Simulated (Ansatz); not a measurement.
# C₄H₇ClSi: up Jacob's ladder to CCSD(T)

How much do the methods differ for C₄H₇ClSi? The plan is to run it at one geometry with functionals of several rungs and with coupled cluster, and see how far each lands from CCSD(T) at the basis-set limit for the atomisation energy.

Computed with Ansatz 0.2.0, Gaussian basis. Level: functionals in def2-TZVPP, the program's frozen cores in correlated methods.

Plan: PBE-D4, r2SCAN-D4, PBE0-D4, B3LYP-D4, ωB97X-V, ωB97M-V, B2PLYP; CCSD(T)/def2-TZVPP; MP2/def2-QZVPP; extrapolation to the limit.

### 1 The geometry

All runs share one geometry, relaxed beforehand with PBE0-D4 in a triple-zeta def2 set.

SMILES `C=C[SiH](Cl)C=C`, 13 atoms, charge 0, spin multiplicity 1.

Atoms are counted from 1 here; the program's logs count them from 0.

Bond lengths: C1–C2 1.330 Å, C1–H7 1.087 Å, C1–H8 1.086 Å, C2–Si3 1.850 Å, C2–H9 1.089 Å, Si3–Cl4 2.067 Å, Si3–C5 1.853 Å, Si3–H10 1.485 Å, C5–C6 1.330 Å, C5–H11 1.089 Å, C6–H12 1.087 Å, C6–H13 1.086 Å. Angles: C2–C1–H7 121.6°, C2–C1–H8 122.3°, H7–C1–H8 116.0°, C1–C2–Si3 121.9°, C1–C2–H9 118.8°, Si3–C2–H9 119.4°, C2–Si3–Cl4 109.7°, C2–Si3–C5 111.9°, C2–Si3–H10 109.0°, Cl4–Si3–C5 107.6°, Cl4–Si3–H10 106.6°, C5–Si3–H10 111.8°, Si3–C5–C6 122.6°, Si3–C5–H11 118.7°, C6–C5–H11 118.7°, C5–C6–H12 121.7°, C5–C6–H13 122.1°, H12–C6–H13 116.1°.

### 2 PBE-D4 (GGA)

in.yaml

```yaml
crystal:
  periodic: [false, false, false]
  atoms:
    - {symbol: C, position_ang: [1.440622, -1.829789, -0.153719]}
    - {symbol: C, position_ang: [0.328741, -1.270632, 0.316298]}
    - {symbol: Si, position_ang: [-0.748257, -0.199937, -0.740537]}
    - {symbol: Cl, position_ang: [-2.662809, -0.977333, -0.797647]}
    - {symbol: C, position_ang: [-0.865248, 1.527457, -0.081556]}
    - {symbol: C, position_ang: [-0.068666, 1.982037, 0.881951]}
    - {symbol: H, position_ang: [1.758087, -1.689519, -1.183480]}
    - {symbol: H, position_ang: [2.081593, -2.454409, 0.462298]}
    - {symbol: H, position_ang: [0.050234, -1.449570, 1.353306]}
    - {symbol: H, position_ang: [-0.237039, -0.225517, -2.134163]}
    - {symbol: H, position_ang: [-1.611133, 2.198847, -0.503537]}
    - {symbol: H, position_ang: [0.691440, 1.354260, 1.338867]}
    - {symbol: H, position_ang: [-0.137066, 2.999504, 1.256621]}
basis:
  gaussian: {orbitals: def2-TZVPP}
hamiltonian: {xc: pbe, dispersion: d4}
output: {forces: true, orbitals: {seedname: orbitals}}
```

Launch:

```bash
$ ansatz run in.yaml --threads 2 --pin off --events-out ev --progress --plain --max-ram 22528MiB --backend cuda --devices 0, --max-vram 18GiB
```

The runs that follow: r2SCAN-D4 (meta-GGA); PBE0-D4 (hybrid); B3LYP-D4 (hybrid); ωB97X-V (range-separated); ωB97M-V (range-separated); B2PLYP (double hybrid); CCSD(T) in def2-TZVPP; MP2 in def2-QZVPP.

**Question.** What will the summary of the whole plan be? Wanted: atomisation energy, CCSD(T)/CBS; farthest; mean size of error, hybrid; mean size of error, range-separated; gap, smallest and largest; T1 diagnostic; triples share of the correlation energy.

As calculated:

| quantity | value |
| --- | --- |
| atomisation energy, CCSD(T)/CBS | 5192.8 kJ/mol |
| functionals within 26.0 kJ/mol (0.5 %) | r2SCAN-D4, B3LYP-D4, ωB97X-V, ωB97M-V |
| farthest | PBE-D4 (+104.5 kJ/mol) |
| mean size of error, hybrid | 16.7 kJ/mol |
| mean size of error, range-separated | 12.5 kJ/mol |
| gap, smallest and largest | 5.11 eV (PBE-D4), 11.84 eV (ωB97X-V) |
| T1 diagnostic | 0.0108 |
| triples share of the correlation energy | 4.4 % |

What this shows: PBE-D4 is off by +104.5 kJ/mol. Double hybrids carry the basis error of their MP2 part in triple zeta, and no dispersion term here, so their miss is partly the set-up's. Misses under about 26.0 kJ/mol are within the doubt on the reference itself, which lacks core-valence correlation, relativity and higher excitations. Hartree-Fock recovers 75 % of the binding; the rest is correlation. The gap grows from 5.1 to 11.8 eV across the functionals, mostly with the share of exact exchange.
